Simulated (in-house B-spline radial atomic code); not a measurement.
# Dy³⁴⁺: ionisation energy by several methods

Aim: the ionisation energy of Dy³⁴⁺ by several methods, each as the difference of two self-consistent energies (Dy³⁴⁺ and the next ion, [Ar] 3d10 4s2 4p1).

The numbers are computed with in-house B-spline radial atomic code version 1 (Dirac-Coulomb, several functionals; spherical all-electron atom at the radial basis limit), except any that are marked as measured or tabulated.

**1. What is computed**

* element: dysprosium (Z = 66)
* charge: +34
* electrons: 32
* configuration: [Ar] 3d10 4s2 4p2
* nucleus: Fermi, rms radius 5.222 fm

The outer shells:

[Ar] 3d10 4s2 4p2
```
[Ar] core
3d [↑↓][↑↓][↑↓][↑↓][↑↓]
4s [↑↓]
4p [↑ ][↑ ][  ]
```

The boxes only draw the filling; these runs are spin-restricted and spherical.

**2. relativistic LDA**

Settings, as recorded:

```ini
Z = 66
electrons = 32.0
configuration = [Ar] 3d10 4s2 4p2
hamiltonian = dirac
method = lda_x_rel,vwn
spin_polarised = False
nucleus = fermi
rms_radius = 5.2218
mass_number = 164
atomic_mass = 163.929180819
speed_of_light = 137.035999084
```

**3. LDA (PW92)**

The settings differ from step 2 so:

```diff
@@ -4,3 +4,3 @@
 hamiltonian = dirac
-method = lda_x_rel,vwn
+method = lda,pw
 spin_polarised = False
```

**4. LDA (VWN5)**

The settings differ from step 3 so:

```diff
@@ -4,3 +4,3 @@
 hamiltonian = dirac
-method = lda,pw
+method = lda,vwn
 spin_polarised = False
```

**Question.** The tabulated ionisation energy is 1468 ± 5 eV (tabulated theoretical; NIST Atomic Spectra Database). What does each method give, and which comes nearest?

**Answer**, as computed:

| method | rung | total energy (hartree) | ΔSCF (eV) | −ε highest (eV) | ΔSCF less tabulated (eV) |
| --- | --- | --- | --- | --- | --- |
| relativistic LDA | LDA | -11483.2207 | 1438.23 | 1396.54 (4p3/2) | -29.77 |
| LDA (PW92) | LDA | -11503.9503 | 1439.69 | 1397.85 (4p3/2) | -28.31 |
| LDA (VWN5) | LDA | -11503.9642 | 1439.71 | 1397.87 (4p3/2) | -28.29 |

**Reading.** Against the tabulated ionisation energy, 1468 ± 5 eV (tabulated theoretical; NIST Atomic Spectra Database), the best here is LDA (VWN5) (-28.29 eV) and the worst relativistic LDA (-29.77 eV, or 2.0 %). All methods miss on the same side by much the same amount, which points to something that they share. Open shells are averaged (over orientations, and over spins where the run is restricted), while tables refer to the lowest levels.

Members of this set that are not shown: 1 used exact exchange with fractional occupations of an open shell, which is unsound here.
